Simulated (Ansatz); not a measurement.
Task: a convergence test of the plane-wave cutoff of InP, space group F-43m, with the Ansatz DFT code, driven from Python. Give the script and its output. Settings (first run): PBE, PAW, cutoff 250 eV, 6×6×6 k-points, fixed occupations. The script varies cutoff (eV): 250, 325, 400, 475, 550.

```
In P
1.0
     0.00000    2.93050    2.93050
     2.93050    0.00000    2.93050
     2.93050    2.93050    0.00000
In P
1 1
Direct
  0.00000 0.00000 0.00000
  0.25000 0.25000 0.25000
```

Script `ecut_inp.py`:
```python
"""Cutoff test for InP."""

from dataclasses import dataclass

import ansatz as az


@dataclass(frozen=True)
class RunConfig:
    functional: str = "PBE"
    occupations: str = "fixed"


settings = RunConfig()


def main() -> None:
    xtal = (
        az.Lattice.fcc(5.861)
        .space_group(216)
        .atom("In", (0.0, 0.0, 0.0))
        .atom("P", (0.25, 0.25, 0.75))
        .primitive()
    )

    model = (
        xtal.calculation()
        .functional(settings.functional)
        .kpoints(6)  # sampling of the Brillouin zone
        .occupations(settings.occupations)  # no smearing
        .band_table()  # levels at the mesh points
    )

    rows = []
    for value in [250, 325, 400, 475, 550]:
        r = model.basis(value).run(threads=1).report
        rows.append((value, r["free_energy_ev"] / len(r["lattice"]["sites"]), r["n_iterations"], r["gap_by_band_count_ev"], r["n_pw"]))

    print(" cutoff (eV)   F/atom (eV)    iterations  gap by band count (eV)   plane waves")
    for row in rows:
        print(f"{str(row[0]):>12s}  {row[1]:12.5f}  {row[2]:12d}  {row[3]:22.3f}  {row[4]:12d}")

    # differences from the last row
    for row in rows[:-1]:
        shift = 1000 * (row[1] - rows[-1][1])
        print(f"{row[0]}: {shift:+.2f} meV/atom" + ("  (within 1 meV)" if abs(shift) < 1 else ""))


if __name__ == "__main__":
    main()
```

```console
$ python ecut_inp.py
DeckWarning: basis.ecutwfc = 250 eV is below the records' recommended 420 eV, and the density's cutoff is lower with it unless basis.ecutrho_ratio is high enough to keep the records' density cutoff: compare with a run at a higher cutoff
DeckWarning: basis.ecutwfc = 325 eV is below the records' recommended 420 eV, and the density's cutoff is lower with it unless basis.ecutrho_ratio is high enough to keep the records' density cutoff: compare with a run at a higher cutoff
DeckWarning: basis.ecutwfc = 400 eV is below the records' recommended 420 eV, and the density's cutoff is lower with it unless basis.ecutrho_ratio is high enough to keep the records' density cutoff: compare with a run at a higher cutoff
 cutoff (eV)   F/atom (eV)    iterations  gap by band count (eV)   plane waves
         250   -3176.42468             7                   0.768           459
         325   -3176.96978             6                   0.723           645
         400   -3176.98468             6                   0.713           941
         475   -3176.98596             6                   0.713          1243
         550   -3176.98626             6                   0.713          1459
250: +561.58 meV/atom
325: +16.48 meV/atom
400: +1.58 meV/atom
475: +0.30 meV/atom  (within 1 meV)
```
(Warnings from the package without file and line.)

From 475 eV on it stays within 1 meV an atom of the value at 550 eV; the first row (250 eV) is off by 561.6 meV and the last but one by 0.30 meV. The energy falls steadily, as expected when plane waves are added.

Caveats:
- Semilocal gaps usually lie well under measured ones.
- Of the deposited cell: the entry's cell lengths or inner coordinates differ somewhat from later room-temperature determinations.
- The structure is a deposited one; some such entries were measured under pressure or heat, so a shift against it needn't be the functional's error alone.
- Levels are Kohn-Sham eigenvalues on this mesh, without spin-orbit coupling.
- Shifts are counted from the last row, which is itself no proven limit.
- By the engine's processor time: 4.5 s on 1 thread of Intel(R) Xeon(R) Processor @ 2.30GHz, with other jobs on the host, peak memory 0.48 GiB.
